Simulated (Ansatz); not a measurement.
# MgS (Niningerite): the cost of one run

Computed with Ansatz 0.2.0 (DFT PBE, scalar-relativistic, plane waves, PAW, unless a step's input says otherwise).

1 further run of the same task is left out (set aside as unsound or not needed).

## (1) Starting point

It takes space group Fm-3m (No. 225, cubic). Conventional cell: a = 5.230 Å, b = 5.230 Å, c = 5.230 Å, α = 90.00°, β = 90.00°, γ = 90.00°. Mg (site symmetry m-3m) has 6 S at 2.61 Å as nearest neighbours. S (site symmetry m-3m) is surrounded by 6 Mg at 2.61 Å.

Coordinates:

```
Mg S
1.0
     0.00000    2.61486    2.61486
     2.61486    0.00000    2.61486
     2.61486    2.61486    0.00000
Mg S
1 1
Direct
  0.00000 0.00000 0.00000
  0.50000 0.50000 0.50000
```

This cell was relaxed beforehand with the same method: volume 17.88 Å³/atom, gap on the mesh 2.76 eV.

## (2) Bands, states and charges

input.yaml

```yaml
crystal:
  lattice:
    - [0.0, 2.6148576573, 2.6148576573]
    - [2.6148576573, 0.0, 2.6148576573]
    - [2.6148576573, 2.6148576573, 0.0]
  atoms:
    - { symbol: Mg, position: [0.0, 0.0, 0.0] }
    - { symbol: S, position: [0.5, 0.5, 0.5] }
basis:
  ecutwfc: 420
kpoints:
  mp_grid: { grid: [8, 8, 8] }
  band_path:
    path:
      - [[0.0, 0.0, 0.0], [0.5, 0.0, 0.5], [0.625, 0.25, 0.625]]
      - [[0.375, 0.375, 0.75], [0.0, 0.0, 0.0], [0.5, 0.5, 0.5], [0.5, 0.25, 0.75], [0.5, 0.0, 0.5]]
    npoints: 14
hamiltonian:
  xc: pbe
scf:
  occupations: { method: gaussian, width: 0.02 }
  n_extra_bands: 6
output:
  forces: true
  stress: true
  eigenvalues: true
  populations: true
  dos: { projected: true, de: 0.02, nscf_kmesh: { grid: [12, 12, 12] } }
  bader: true
  write_density: true
  write_potential: true
  elf: true
  volumetric_format: npy
```

Run with:

```console
> ansatz run input.yaml --threads 1 --pin off --max-ram 2560MiB --backend cpu --events-out ev --progress --plain --runs-dir out
```

**Question.** How long does this run take on 1 thread of Intel Xeon 6975P-C (Granite Rapids), shared host, and how much memory does it need?

About 12 s, with a peak of 0.38 GiB.
